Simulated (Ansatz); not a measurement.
Ti₂CN, space group R-3m, a scan of the Hubbard U

Computed with the Ansatz DFT code, driven from Python.

`plus_u_ti2cn.py`
```python
# -*- coding: utf-8 -*-
"""DFT+U scan for Ti2CN."""

import warnings

import ansatz
import numpy as np


def count_gap(report):
    # lowest empty less highest filled band, counting bands; zero where they overlap
    return max(report.get("gap_by_band_count_ev") or 0.0, 0.0)

warnings.simplefilter("ignore", ansatz.DeckWarning)

system = (
    ansatz.Lattice.of((1.51362402, 0.87389123, 4.95552831), (-1.51362402, 0.87389123, 4.95552831), (0.0, -1.74778247, 4.95552831))
    .atom("Ti", (0.74923342, 0.74923342, 0.74923342))
    .atom("Ti", (0.25076658, 0.25076658, 0.25076658))
    .atom("C", (0.0, 0.0, 0.0))
    .atom("N", (0.5, 0.5, 0.5))
)

setup = (
    system.calculation()
    .functional("lda")
    .occupations("fermi_dirac")
    .kpoints(mesh=(10, 10, 10))
    .band_table()
)
rows = []
for u in [2.0, 4.0, 6.0, 8.0]:
    report = setup.hubbard("Ti", "d", u_eff=u).run(threads=1).report
    shell = report["hubbard"]["n_scf"]
    rows.append((u, count_gap(report), sum(shell) / len(shell), report["n_iterations"]))
lines = [",".join(["U_eff eV", "gap by band count eV", "Ti d occupation (projector)", "iterations"])] + [",".join(f"{v:.4f}" if isinstance(v, float) else str(v) for v in row) for row in rows]
print("\n".join(lines))
with open("plus_u.csv", "w") as handle:
    handle.write("\n".join(lines) + "\n")
print("eigenvalues of the first occupation matrix at the last U, by spin:")
for channel in report["hubbard"]["n_eig"][0]:
    print("  ", " ".join(f"{n:.3f}" for n in channel))
```

Output of `python plus_u_ti2cn.py`:
```text
U_eff eV,gap by band count eV,Ti d occupation (projector),iterations
2.0000,0.0000,2.7149,9
4.0000,0.0000,2.6478,9
6.0000,0.0000,2.5776,10
8.0000,0.0000,2.5050,10
eigenvalues of the first occupation matrix at the last U, by spin:
   0.201 0.204 0.204 0.322 0.322
```

What to keep in mind:
- The run is spin-unpolarised.
- For a metal this k-point mesh is coarse: on a finer one energies can move by several to tens of meV an atom and pressures by half a GPa or more, differences at one mesh by less.
- A gap by band count of zero or less means overlapping bands, a metal, and at an odd count of electrons it is no gap at all.
- A Hubbard U without spin forces both spins into the same orbitals, which can open a gap or pick a state that a spin-polarised run wouldn't.
- The structure comes from a database of computed cells and needn't be a stable or known phase.
- Levels are Kohn-Sham eigenvalues on this mesh.
- Shell occupations and the effect of U depend on the projectors; a run with no .spin step is spin-unpolarised, and each U may end in a state that isn't the lowest.
- The script silences the warnings on its input, which a real study should read.
- Timing: 40 s on 1 thread of Arm Neoverse V1 (shared host), peak memory 0.5 GiB.
